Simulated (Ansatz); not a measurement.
**C2H7InSi: one species, many methods**

An exercise on one series of results from a longer session: the logs are not shown, and one member is left open.

Method: functionals in def2-TZVPP, the program's frozen cores in correlated methods; program: Ansatz 0.2.0, Gaussian basis.

The runs, in order: PBE-D4, r2SCAN-D4, PBE0-D4, B3LYP-D4, ωB97X-V, ωB97M-V, B2PLYP; CCSD(T)/def2-TZVPP; MP2/def2-QZVPP; extrapolation to the limit.

## The geometry

An earlier PBE0-D4 in a triple-zeta def2 set relaxation fixed the geometry. In takes the def2 core potential; no spin-orbit term is included.

SMILES `[InH2][CH]1C[SiH2]1`, 11 atoms, charge 0, spin multiplicity 1.

Atoms are counted from 1 here; the program's logs count them from 0.

Bond lengths: In1–C2 2.123 Å, In1–H5 1.728 Å, In1–H6 1.723 Å, C2–C3 1.542 Å, C2–Si4 1.864 Å, C2–H7 1.088 Å, C3–Si4 1.840 Å, C3–H8 1.086 Å, C3–H9 1.086 Å, Si4–H10 1.478 Å, Si4–H11 1.480 Å. Angles: C2–In1–H5 117.6°, C2–In1–H6 119.6°, H5–In1–H6 122.6°, In1–C2–C3 123.7°, In1–C2–Si4 115.4°, In1–C2–H7 114.8°, C3–C2–Si4 64.6°, C3–C2–H7 115.1°, Si4–C2–H7 113.3°, C2–C3–Si4 66.2°, C2–C3–H8 116.1°, C2–C3–H9 117.2°, Si4–C3–H8 118.1°, Si4–C3–H9 119.4°, H8–C3–H9 112.5°, C2–Si4–C3 49.2°, C2–Si4–H10 119.4°, C2–Si4–H11 119.4° and more.

The first run:

The input, in.yaml:

```yaml
crystal:
  periodic: [false, false, false]
  atoms:
    - {symbol: In, position_ang: [-1.219999, 1.527900, -0.634374]}
    - {symbol: C, position_ang: [0.488873, 0.478129, 0.061555]}
    - {symbol: C, position_ang: [0.989122, -0.844398, -0.553026]}
    - {symbol: Si, position_ang: [0.132540, -1.053943, 1.062013]}
    - {symbol: H, position_ang: [-2.282001, 0.701421, -1.717818]}
    - {symbol: H, position_ang: [-1.551645, 3.108388, -0.033695]}
    - {symbol: H, position_ang: [1.262948, 1.105702, 0.497185]}
    - {symbol: H, position_ang: [2.066671, -0.980140, -0.581931]}
    - {symbol: H, position_ang: [0.502199, -1.184452, -1.462235]}
    - {symbol: H, position_ang: [0.922541, -1.324025, 2.281415]}
    - {symbol: H, position_ang: [-1.245950, -1.591583, 1.101610]}
basis:
  gaussian: {orbitals: def2-TZVPP}
hamiltonian: {xc: pbe, dispersion: d4}
output: {forces: true, orbitals: {seedname: orbitals}}
```

Launch:

```sh
> ansatz run in.yaml --threads 4 --pin off --events-out ev --progress --plain --max-ram 10444MiB
```

Steps of the session up to this table: PBE-D4 (GGA); r2SCAN-D4 (meta-GGA); PBE0-D4 (hybrid); B3LYP-D4 (hybrid); ωB97X-V (range-separated); ωB97M-V (range-separated); B2PLYP (double hybrid); CCSD(T) in def2-TZVPP; MP2 in def2-QZVPP.

One table of the session follows, with a row left open; its other results are not shown here.

```
            method  atomisation energy (kJ/mol)
            PBE-D4                       3486.8
         r2SCAN-D4                       3473.3
           PBE0-D4                       3461.2
          B3LYP-D4                       3439.7
           ωB97X-V                            ?
           ωB97M-V                       3475.3
            B2PLYP                       3403.9
     HF/def2-TZVPP                       2535.1
    MP2/def2-TZVPP                       3396.7
   CCSD/def2-TZVPP                       3339.5
CCSD(T)/def2-TZVPP                       3388.2
           MP2/CBS                       3477.6
       CCSD(T)/CBS                       3469.2
```

Estimate the missing values for ωB97X-V.

The run gave: atomisation energy (kJ/mol): 3487.4. In the column «atomisation energy (kJ/mol)» it is the highest.

To keep in mind: Free atoms (1 In, 2 C, 1 Si, 7 H) were run apart at each level; the atomisation energy is their sum less the molecule, without zero-point or spin-orbit terms.
